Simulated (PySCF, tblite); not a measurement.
# C3H12Si3: a rotation path, then NMR shifts on frames, part 2 of 2

tblite 0.8.0 and PySCF 2.14.0. Atoms count from 0. The steps go on from the part before.

### 5 NMR shieldings: image 4, PBE0/pcSseg-1

Job settings and geometry (Å):

```
{"job": {"kind": "nmr", "xc": "PBE0", "basis": "pcSseg-1", "pop": false}, "charge": 0, "multiplicity": 1}
C      3.189600     0.214500    -0.801100
C      2.311300    -0.330800     0.026000
Si     0.756800     0.518100     0.665000
C     -0.792300    -0.286800    -0.123700
Si    -1.856200     1.004200    -1.030400
Si    -1.801700    -1.317200     1.116800
H      4.072400    -0.304200    -1.146400
H      3.069000     1.220700    -1.169700
H      2.489600    -1.346700     0.360200
H      0.835200     1.945900     0.333700
H      0.738300     0.389500     2.128700
H     -0.444100    -0.985200    -0.892100
H     -2.987300     0.374300    -1.718700
H     -1.038400     1.688900    -2.035500
H     -2.351000     1.998600    -0.077100
H     -3.046200    -1.797700     0.508200
H     -1.018200    -2.475800     1.557700
H     -2.135600    -0.503700     2.286900
```

With the program's defaults for keys left out, this is: GIAO PBE0/pcSseg-1 NMR shielding, non-relativistic, gas phase.

Log:

```text
coarse grid: 15576 points
cycle   1  E = -989.3426981929  dE =  1.017e-01  |g| = 4.175e-01  |ddm| = 3.723e+00
cycle   2  E = -989.3252593303  dE =  1.744e-02  |g| = 4.781e-01  |ddm| = 7.470e-01
cycle   3  E = -989.3856557888  dE = -6.040e-02  |g| = 6.460e-02  |ddm| = 4.849e-01
cycle   4  E = -989.3866527022  dE = -9.969e-04  |g| = 2.866e-02  |ddm| = 9.374e-02
cycle   5  E = -989.3868640263  dE = -2.113e-04  |g| = 7.748e-03  |ddm| = 2.878e-02
cycle   6  E = -989.3868777340  dE = -1.371e-05  |g| = 2.804e-03  |ddm| = 8.564e-03
cycle   7  E = -989.3868797541  dE = -2.020e-06  |g| = 3.450e-04  |ddm| = 2.536e-03
final grid: 133872 points
cycle   8  E = -989.4207358345  dE = -1.909e-05  |g| = 5.825e-03  |ddm| = 1.930e-02
cycle   9  E = -989.4207318184  dE =  4.016e-06  |g| = 6.911e-03  |ddm| = 1.149e-02
cycle  10  E = -989.4207446760  dE = -1.286e-05  |g| = 7.591e-04  |ddm| = 6.623e-03
cycle  11  E = -989.4207448096  dE = -1.336e-07  |g| = 2.457e-04  |ddm| = 8.681e-04
cycle  12  E = -989.4207448249  dE = -1.526e-08  |g| = 5.717e-05  |ddm| = 2.328e-04
cycle  13  E = -989.4207448256  dE = -6.953e-10  |g| = 2.519e-05  |ddm| = 6.507e-05
converged SCF energy = -989.4207448256

GIAO shielding tensors (ppm)
atom      isotropic    diamagn.    paramagn.     s11        s22        s33       span
  0 C       43.958     252.710    -208.752    -79.653     49.531    161.995    241.649
  1 C       45.069     262.748    -217.680    -76.797     32.588    179.414    256.211
  2 Si     384.538     882.754    -498.216    356.594    382.540    414.480     57.886
  3 C      209.610     264.450     -54.840    190.474    214.476    223.880     33.406
  4 Si     415.892     880.712    -464.821    370.486    408.164    469.024     98.538
  5 Si     415.840     880.225    -464.385    375.127    401.555    470.838     95.711
  6 H       25.287      28.078      -2.791     22.144     24.614     29.104      6.961
  7 H       25.467      31.695      -6.228     21.624     24.760     30.017      8.393
  8 H       25.138      32.120      -6.983     22.334     24.666     28.413      6.079
  9 H       27.485      31.801      -4.315     23.974     26.665     31.817      7.842
 10 H       27.265      30.862      -3.598     23.867     26.267     31.661      7.794
 11 H       32.622      36.014      -3.393     27.857     28.808     41.200     13.344
 12 H       27.574      29.541      -1.966     23.672     25.513     33.539      9.867
 13 H       27.565      30.131      -2.566     23.520     26.131     33.044      9.524
 14 H       27.833      29.827      -1.994     24.664     25.809     33.026      8.362
 15 H       27.606      29.175      -1.569     23.687     25.688     33.443      9.756
 16 H       27.470      29.504      -2.034     23.488     25.766     33.156      9.668
 17 H       27.772      29.551      -1.779     24.502     25.935     32.878      8.376
```

It took 20 s on 1 thread, shared host.

Key values: δ C0 143.0, C1 141.9, C3 -22.7, Si2 -35.4, H8 6.58, H6 6.43 ppm.

### 6 Shielding tensors: image 6, PBE0/pcSseg-1

Job settings and geometry (Å):

```
{"job": {"kind": "nmr", "xc": "PBE0", "basis": "pcSseg-1", "pop": false}, "charge": 0, "multiplicity": 1}
C      3.043500     0.581200    -0.920100
C      2.306800    -0.249300    -0.199300
Si     0.801800     0.232800     0.824100
C     -0.782400    -0.452500    -0.000100
Si    -1.563500     0.830200    -1.169100
Si    -2.026000    -1.139000     1.264200
H      3.904100     0.259100    -1.488800
H      2.822500     1.635200    -0.969600
H      2.584100    -1.297800    -0.192400
H      0.733700     1.694200     0.930200
H      0.988700    -0.324900     2.171700
H     -0.485000    -1.298300    -0.628700
H     -2.728400     0.269000    -1.861200
H     -0.584300     1.240200    -2.179400
H     -1.975900     2.009700    -0.405000
H     -3.275200    -1.534900     0.606800
H     -1.454900    -2.318300     1.922000
H     -2.318500    -0.130300     2.282900
```

Method: GIAO PBE0/pcSseg-1 NMR shielding, non-relativistic, gas phase.

Log:

```text
coarse grid: 15576 points
cycle   1  E = -989.3429784230  dE =  1.043e-01  |g| = 4.192e-01  |ddm| = 3.722e+00
cycle   2  E = -989.3249311396  dE =  1.805e-02  |g| = 4.816e-01  |ddm| = 7.557e-01
cycle   3  E = -989.3862847485  dE = -6.135e-02  |g| = 6.485e-02  |ddm| = 4.913e-01
cycle   4  E = -989.3872886428  dE = -1.004e-03  |g| = 2.875e-02  |ddm| = 9.372e-02
cycle   5  E = -989.3875015765  dE = -2.129e-04  |g| = 7.811e-03  |ddm| = 2.865e-02
cycle   6  E = -989.3875154438  dE = -1.387e-05  |g| = 2.798e-03  |ddm| = 8.454e-03
cycle   7  E = -989.3875174548  dE = -2.011e-06  |g| = 3.498e-04  |ddm| = 2.560e-03
final grid: 133872 points
cycle   8  E = -989.4213647229  dE = -1.828e-05  |g| = 6.042e-03  |ddm| = 1.955e-02
cycle   9  E = -989.4213602207  dE =  4.502e-06  |g| = 7.227e-03  |ddm| = 1.229e-02
cycle  10  E = -989.4213742917  dE = -1.407e-05  |g| = 7.675e-04  |ddm| = 6.931e-03
cycle  11  E = -989.4213744290  dE = -1.373e-07  |g| = 2.408e-04  |ddm| = 8.860e-04
cycle  12  E = -989.4213744438  dE = -1.476e-08  |g| = 5.947e-05  |ddm| = 2.278e-04
cycle  13  E = -989.4213744445  dE = -7.494e-10  |g| = 2.502e-05  |ddm| = 6.799e-05
converged SCF energy = -989.4213744445

GIAO shielding tensors (ppm)
atom      isotropic    diamagn.    paramagn.     s11        s22        s33       span
  0 C       43.567     253.056    -209.489    -80.248     48.816    162.132    242.379
  1 C       45.593     262.629    -217.036    -74.021     33.563    177.236    251.258
  2 Si     386.953     882.683    -495.729    360.394    382.964    417.503     57.109
  3 C      208.971     264.053     -55.082    192.798    211.281    222.832     30.034
  4 Si     418.196     881.136    -462.940    377.144    406.252    471.193     94.050
  5 Si     417.443     880.012    -462.569    375.366    405.980    470.983     95.618
  6 H       25.266      28.154      -2.888     22.103     24.676     29.019      6.916
  7 H       25.495      31.922      -6.427     21.532     24.960     29.992      8.459
  8 H       25.248      31.908      -6.660     22.605     24.893     28.246      5.641
  9 H       27.534      31.867      -4.333     24.537     26.193     31.871      7.334
 10 H       27.190      30.638      -3.448     23.426     26.283     31.862      8.436
 11 H       32.637      35.679      -3.042     27.641     28.939     41.332     13.691
 12 H       27.616      29.871      -2.255     23.750     25.524     33.575      9.825
 13 H       27.565      30.608      -3.044     23.401     26.515     32.778      9.377
 14 H       27.830      30.282      -2.452     24.714     25.760     33.016      8.302
 15 H       27.623      29.007      -1.384     23.688     25.738     33.442      9.754
 16 H       27.531      29.222      -1.691     23.622     25.679     33.292      9.671
 17 H       27.844      29.292      -1.448     24.508     25.990     33.033      8.525
```

Run time: 20 s. Hardware: 1 thread, shared host.

Key values: δ C0 143.4, C1 141.3, C3 -22.0, Si2 -37.8, H8 6.47, H6 6.45 ppm.

### 7 Nuclear shieldings: image 8, PBE0/pcSseg-1

Job settings and geometry (Å):

```
{"job": {"kind": "nmr", "xc": "PBE0", "basis": "pcSseg-1", "pop": false}, "charge": 0, "multiplicity": 1}
C      2.835400     0.930100    -0.897200
C      2.243300    -0.142600    -0.398400
Si     0.878300    -0.117500     0.898100
C     -0.778600    -0.596000     0.082900
Si    -1.300800     0.624500    -1.281200
Si    -2.151600    -0.881700     1.367200
H      3.606800     0.876200    -1.651400
H      2.573500     1.922900    -0.568800
H      2.555200    -1.112400    -0.770000
H      0.784000     1.217800     1.498800
H      1.233100    -1.094800     1.940200
H     -0.616300    -1.558600    -0.413100
H     -2.519800     0.143500    -1.941000
H     -0.245400     0.744000    -2.292500
H     -1.562800     1.944900    -0.704300
H     -3.366100    -1.370400     0.706200
H     -1.719500    -1.888500     2.342100
H     -2.457500     0.364800     2.070700
```

With the program's defaults for keys left out, this is: GIAO PBE0/pcSseg-1 NMR shielding, non-relativistic, gas phase.

Log:

```text
coarse grid: 15576 points
cycle   1  E = -989.3430978605  dE =  1.078e-01  |g| = 4.199e-01  |ddm| = 3.721e+00
cycle   2  E = -989.3245220130  dE =  1.858e-02  |g| = 4.842e-01  |ddm| = 7.630e-01
cycle   3  E = -989.3865214961  dE = -6.200e-02  |g| = 6.572e-02  |ddm| = 4.944e-01
cycle   4  E = -989.3875490087  dE = -1.028e-03  |g| = 2.905e-02  |ddm| = 9.363e-02
cycle   5  E = -989.3877662931  dE = -2.173e-04  |g| = 7.902e-03  |ddm| = 2.878e-02
cycle   6  E = -989.3877804506  dE = -1.416e-05  |g| = 2.801e-03  |ddm| = 8.312e-03
cycle   7  E = -989.3877824694  dE = -2.019e-06  |g| = 3.565e-04  |ddm| = 2.591e-03
final grid: 133872 points
cycle   8  E = -989.4220455818  dE = -1.933e-05  |g| = 5.769e-03  |ddm| = 2.059e-02
cycle   9  E = -989.4220415256  dE =  4.056e-06  |g| = 6.869e-03  |ddm| = 1.162e-02
cycle  10  E = -989.4220541972  dE = -1.267e-05  |g| = 7.620e-04  |ddm| = 6.655e-03
cycle  11  E = -989.4220543297  dE = -1.325e-07  |g| = 2.580e-04  |ddm| = 8.748e-04
cycle  12  E = -989.4220543468  dE = -1.713e-08  |g| = 5.696e-05  |ddm| = 2.412e-04
cycle  13  E = -989.4220543474  dE = -6.585e-10  |g| = 2.568e-05  |ddm| = 6.377e-05
converged SCF energy = -989.4220543474

GIAO shielding tensors (ppm)
atom      isotropic    diamagn.    paramagn.     s11        s22        s33       span
  0 C       42.694     253.662    -210.968    -82.375     47.744    162.713    245.088
  1 C       45.857     262.743    -216.886    -72.321     33.250    176.643    248.965
  2 Si     386.942     882.407    -495.465    355.152    383.978    421.696     66.544
  3 C      205.193     263.489     -58.296    194.375    202.601    218.604     24.229
  4 Si     420.817     881.486    -460.669    390.964    397.347    474.140     83.175
  5 Si     418.831     879.822    -460.991    381.788    398.423    476.281     94.493
  6 H       25.219      28.405      -3.186     21.920     24.824     28.912      6.993
  7 H       25.547      32.183      -6.636     21.404     25.134     30.104      8.700
  8 H       25.338      31.899      -6.561     22.674     25.314     28.025      5.350
  9 H       27.438      31.650      -4.211     24.335     26.012     31.968      7.633
 10 H       27.012      30.533      -3.521     23.242     25.796     31.999      8.757
 11 H       32.596      34.853      -2.256     27.699     28.787     41.302     13.603
 12 H       27.674      30.134      -2.460     23.870     25.610     33.542      9.672
 13 H       27.508      31.005      -3.497     23.150     27.101     32.274      9.124
 14 H       27.901      30.699      -2.798     24.919     25.680     33.103      8.184
 15 H       27.553      28.872      -1.319     23.728     25.520     33.410      9.682
 16 H       27.560      28.943      -1.382     23.679     25.726     33.276      9.597
 17 H       27.820      29.188      -1.368     24.452     25.969     33.040      8.588
```

It took 21 s on 1 thread, shared host.

Key values: δ C0 144.2, C1 141.1, C3 -18.3, Si2 -37.8, H6 6.50, H8 6.38 ppm.

### 8 Side by side: NMR shifts

Shifts (ppm) of some atoms, chosen among heavy atoms and hydrogens apart, with basis size and wall time:

```
  frame     C0     C3    H8    H9    Si2    Si4    Si5  functions  time
image 0  142.7  -16.5  6.57  4.51  -38.5  -69.7  -71.5        183  21 s
image 2  143.1  -18.0  6.64  4.40  -34.9  -67.8  -68.8        183  20 s
image 4  143.0  -22.7  6.58  4.23  -35.4  -66.7  -66.7        183  20 s
image 6  143.4  -22.0  6.47  4.18  -37.8  -69.0  -68.3        183  20 s
image 8  144.2  -18.3  6.38  4.28  -37.8  -71.7  -69.7        183  21 s
```

### 9 What came out

This closing draws on all 2 parts.

```
                                        quantity                                                                        value
                                         barrier                                           0.065 eV (1.5 kcal/mol) at image 4
                           end to end (GFN2-xTB)                                                                    -0.004 eV
 ¹³C shifts against TMS (PBE0/pcSseg-1, image 0)                                                      142.7, 142.0, -16.5 ppm
  ¹H shifts against TMS (PBE0/pcSseg-1, image 0)  6.57, 6.45, 6.23, 4.51, 4.49, 4.21, 4.12, 4.11, 4.05, 3.97, 3.91, -0.74 ppm
²⁹Si shifts against TMS (PBE0/pcSseg-1, image 0)                                                      -38.5, -69.7, -71.5 ppm
                        range of the shift of C3                                                           -22.7 to -16.5 ppm
```

**Reading.** Along the band the dihedral turns by 123°, and the top (dihedral 109°) lies 1.5 kcal/mol above the start (GFN2-xTB, rough), so at room temperature this motion is fast. The top was not checked by a frequency run. Shifts at one fixed geometry are not the observed spectrum, which averages over the motion. In the first frame run (image 0): Shielding is most anisotropic at C1 (span 256 ppm, paramagnetic term -218 ppm). In ppm, C3 moves most: its shift spreads over 6.1 ppm, from -22.7 (image 4) to -16.5 (image 0).
